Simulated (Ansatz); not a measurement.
# YTiGe: a stretch of c alone

The task here is to estimate one member of a computed series from the others.

Computed with Ansatz 0.2.0 (DFT PBEsol, scalar-relativistic, plane waves, PAW, unless a step's input says otherwise).

3 further runs of the same task are left out: 3 set aside as unsound or not needed.

## The starting structure

It takes space group P4/nmm (No. 129, tetragonal). Conventional cell: a = 4.011 Å, b = 4.011 Å, c = 7.590 Å, α = 90.00°, β = 90.00°, γ = 90.00°. Y (site symmetry 4mm) has 5 Ge at 2.94 to 3.14 Å and 4 Ti at 3.29 Å in its first shell of neighbours. Ti (site symmetry -4m2) is surrounded by 4 Ge at 2.72 Å and 4 Ti at 2.84 Å. Ge (site symmetry 4mm) is surrounded by 4 Ti at 2.72 Å and 4 Y at 2.94 Å.

Structure file:

```
CELL_PARAMETERS angstrom
4.01075 0.00000 0.00000
0.00000 4.01075 0.00000
0.00000 0.00000 7.59028
ATOMIC_POSITIONS crystal
Y 0.50000 0.00000 0.65652
Y 0.00000 0.50000 0.34348
Ti 0.00000 0.00000 0.00000
Ti 0.50000 0.50000 0.00000
Ge 0.50000 0.00000 0.24299
Ge 0.00000 0.50000 0.75701
```

This cell was relaxed beforehand with the same method: volume 20.35 Å³/atom, gap on the mesh none (metal).

The unstrained cell comes from an earlier run at this level (6 atoms, E(σ→0) -21049.5056 eV, gap none (metal)).

Set-up of the first run:

Input file input.yaml:

```yaml
crystal:
  lattice:
    - [4.0107479881, 0.0, 0.0]
    - [0.0, 4.0107479881, 0.0]
    - [0.0, 0.0, 7.5143755597]
  atoms:
    - { symbol: "Y", position: [0.5, 0.0, 0.6565223937] }
    - { symbol: "Y", position: [0.0, 0.5, 0.3434776063] }
    - { symbol: Ti, position: [0.0, 0.0, 0.0] }
    - { symbol: Ti, position: [0.5, 0.5, 0.0] }
    - { symbol: Ge, position: [0.5, 0.0, 0.2429898924] }
    - { symbol: Ge, position: [0.0, 0.5, 0.7570101076] }
basis:
  ecutwfc: 420
kpoints:
  mp_grid: { grid: [10, 10, 6] }
hamiltonian:
  xc: pbesol
scf:
  occupations: { method: gaussian, width: 0.1 }
output:
  forces: true
  stress: true
  eigenvalues: true
relax:
  adjacent_minimum: "off"
  f_tol: 0.008
  max_steps: 40
```

Started as:

```bash
ansatz run input.yaml --threads 1 --pin off --max-ram 2560MiB --backend cpu --events-out ev --progress --plain --runs-dir out
```

Steps of the session up to this table: The cell strained by -1.0 %; The cell strained by +1.0 %; Strain -2.0 %; The cell strained by +2.0 %; At -3.0 %; Strain +3.0 %.

One of the session's tables, all rows but one given; the rest of the session is left out.

Lengths are those of the vectors of the cell that was run; stresses in GPa:

| strain (%) | ΔE (meV/atom) | c (Å) |
| --- | --- | --- |
| -3.0 | 10.7 | 7.363 |
| -2.0 | 4.7 | 7.438 |
| -1.0 | ? | ? |
| +0.0 | 0.0 | 7.590 |
| +1.0 | 0.9 | 7.666 |
| +2.0 | 3.8 | 7.742 |
| +3.0 | 8.4 | 7.818 |

Q: Estimate the row for strain (%) = -1.0 from the others.

Worked estimate for «ΔE (meV/atom)». A straight line through the neighbours (-2.0, 4.7) and (0.0, 0.0) gives 4.7 + (0.0 − 4.7) × (-1.0 + 2.0) / (0.0 + 2.0) = 2.4; a parabola fitted to 4 rows on both sides gives 1.2.

As computed: ΔE (meV/atom): 1.2; c (Å): 7.514. In «ΔE (meV/atom)» the line misses by +1.2 and the parabola by 0.0.

ΔE is over the unstrained cell. Stress in GPa, positive in compression, on the Cartesian axes of the input. 

Limits of these values: Warnings in the runs' records: stress scf threshold loose.
